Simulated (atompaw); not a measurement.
# Pseudopotential generation for Cl: PAW (atompaw), LDA (PW92)

Task: generate the file, and judge it by its logarithmic derivatives, its ghosts and its cutoff.

The numbers are computed with atompaw 4.2.0.5 (LDA (PW92), scalar-relativistic, spin-unpolarised reference atom).

## 1. The atom and the settings

The settings as typed:

* element: chlorine (Cl, Z = 17)
* type: PAW
* frozen core: [He]
* valence charge: 15
* reference configuration: 2s2 2p6 3s2 3p5
* partial waves: 2s (bound): rc 0.50 bohr; 3s (bound): rc 0.95 bohr; 2p (bound): rc 0.65 bohr; 3p (bound): rc 0.85 bohr; 3d channel at 0.3 Ry: rc 0.95 bohr; 3d channel at 1.35 Ry: rc 0.95 bohr
* local potential: troulliermartins scheme with l = 3 at -0.5 Ry, radius 0.65 bohr
* core correction: smooth core density matched at 0.55 bohr
* augmentation charge: besselshape compensation charge, radius 0.75 bohr; PAW radius 0.95 bohr; waves and projectors: custom rrkj gramschmidtortho

The nodes and maxima of the atom's own shells, from an earlier all-electron run, set the scale for the radii.

All-electron outer shells of the reference configuration (LDA (PW92), scalar-relativistic, ld1.x):

| shell | level (eV) | outermost node (bohr) | outermost maximum (bohr) |
| --- | --- | --- | --- |
| 1s | -2741.93 | – | 0.06 |
| 2s | -251.72 | 0.12 | 0.36 |
| 2p | -191.62 | – | 0.30 |
| 3s | -20.69 | 0.56 | 1.27 |
| 3p | -8.70 | 0.53 | 1.43 |

## 2. Generation

Contents of Cl.input:

```
Cl 17
LDA-PW scalarrelativistic loggrid 1500 logderivrange -21 5 261
3 3 0 0 0 0
3 1 5
0 0 0
c
v
v
v
v
2
0.95 0.75 0.65 0.55
n
n
y
0.3
y
1.35
n
custom rrkj gramschmidtortho besselshape
3 -0.5 troulliermartins
0.50
0.95
0.65
0.85
0.95
0.95
PWSCFOUT
UPFDX 0.0125d0 UPFXMIN -7.d0 UPFZMESH 17.d0
END
```

The run is started by

```sh
$ atompaw < Cl.input > Cl.log
```

**Question.** What will these runs give? Wanted: cutoffs for 10 and 1 mRy, occupied levels; bound ghosts; largest phase difference near zero energy, channels read; lowest eigenvalue of the overlap; share of valence orbitals outside the PAW sphere; UPF file.

As calculated:

| quantity | value |
| --- | --- |
| cutoffs for 10 and 1 mRy, occupied levels | 300 Ry and over 300 Ry |
| bound ghosts | none found |
| largest phase difference near zero energy, channels read | 0.002 rad |
| lowest eigenvalue of the overlap (Bessel basis) | 0.050 (s) |
| share of valence orbitals outside the PAW sphere | 2s 2 %, 3s 86 %, 2p 2 %, 3p 91 % |
| UPF file | written |

What this shows: By its cutoff, 300 Ry for the looser tolerance, it is very hard. The tighter tolerance needs over 300 Ry, and converged work needs a cutoff nearer that. The slowest occupied level is 2p: taken alone it needs 300 Ry to come within 1 mRy, against 230 Ry for 2s. No bound ghost shows below the valence levels. Near zero energy the phases of the channels with partial waves agree within 0.002 rad. All of this concerns the isolated atom, not yet a solid.
